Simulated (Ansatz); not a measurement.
# Cu: response to equal strain of all cell vectors

An exercise on one series of results from a longer session: the logs are not shown, and one member is left open.

This is Cu in the hcp structure; at room conditions it is fcc.

Program: Ansatz 0.2.0. Level of theory: DFT PBEsol, scalar-relativistic, plane waves, PAW. These are calculated values, not measurements.

2 further runs of the same task are left out: 2 set aside as unsound or not needed.

### The structure to begin with

The structure is hexagonal, space group P6_3/mmc (No. 194). Conventional cell: a = 2.521 Å, b = 2.521 Å, c = 4.117 Å, α = 90.00°, β = 90.00°, γ = 120.00°. Cu (site symmetry -6m2) has 12 Cu at 2.52 Å as nearest neighbours.

As a file:

```
CELL_PARAMETERS angstrom
2.52059 0.00000 0.00000
-1.26030 2.18290 0.00000
0.00000 0.00000 4.11652
ATOMIC_POSITIONS crystal
Cu 0.33333 0.66667 0.25000
Cu 0.66667 0.33333 0.75000
```

It goes back to an entry of the Materials Project, which need not be the stable form.

This cell was relaxed beforehand with the same method: volume 11.32 Å³/atom, gap on the mesh none (metal).

The unstrained cell comes from an earlier run at this level (2 atoms, E(σ→0) -13177.5290 eV, gap none (metal)).

Set-up of the first run:

File input.yaml:

```yaml
crystal:
  lattice:
    - [2.4701792047, 0.0, 0.0]
    - [-1.2350896024, 2.1392379432, 0.0]
    - [0.0, 0.0, 4.0341928022]
  atoms:
    - { symbol: Cu, position: [0.3333333333, 0.6666666667, 0.25] }
    - { symbol: Cu, position: [0.6666666667, 0.3333333333, 0.75] }
basis:
  ecutwfc: 420
kpoints:
  mp_grid: { grid: [24, 24, 12] }
hamiltonian:
  xc: pbesol
scf:
  occupations: { method: gaussian, width: 0.1 }
output:
  forces: true
  stress: true
  eigenvalues: true
```

Command:

```sh
$ ansatz run input.yaml --threads 1 --pin off --max-ram 2560MiB --backend cpu --events-out ev --progress --plain --runs-dir out
```

Steps of the session up to this table: Strain -2.0 %; Strain +2.0 %; The cell strained by -4.0 %; The cell strained by +4.0 %; Strain -6.0 %; At +6.0 %.

One table of the session follows, with a row left open; its other results are not shown here.

It belongs to the step «Energy and stress against strain (a metal throughout)». Lengths are those of the vectors of the cell that was run; stresses in GPa:

| strain (%) | ΔE (meV/atom) | a (Å) | b (Å) | c (Å) |
| --- | --- | --- | --- | --- |
| -6.0 | 244.6 | 2.369 | 2.369 | 3.870 |
| -4.0 | 99.8 | 2.420 | 2.420 | 3.952 |
| -2.0 | ? | ? | ? | ? |
| +0.0 | 0.0 | 2.521 | 2.521 | 4.117 |
| +2.0 | 19.7 | 2.571 | 2.571 | 4.199 |
| +4.0 | 72.9 | 2.621 | 2.621 | 4.281 |
| +6.0 | 151.8 | 2.672 | 2.672 | 4.364 |

**Question.** Estimate the row for strain (%) = -2.0.

Worked estimate for «ΔE (meV/atom)». A straight line through the neighbours (-4.0, 99.8) and (0.0, 0.0) gives 99.8 + (0.0 − 99.8) × (-2.0 + 4.0) / (0.0 + 4.0) = 49.9; a parabola fitted to 4 rows on both sides gives 22.5.

The run gave: ΔE (meV/atom): 23.0; a (Å): 2.470; b (Å): 2.470; c (Å): 4.034. In «ΔE (meV/atom)» the line misses by +26.9 and the parabola by -0.5.

ΔE is over the unstrained cell. Stress in GPa, positive in compression, on the Cartesian axes of the input. 
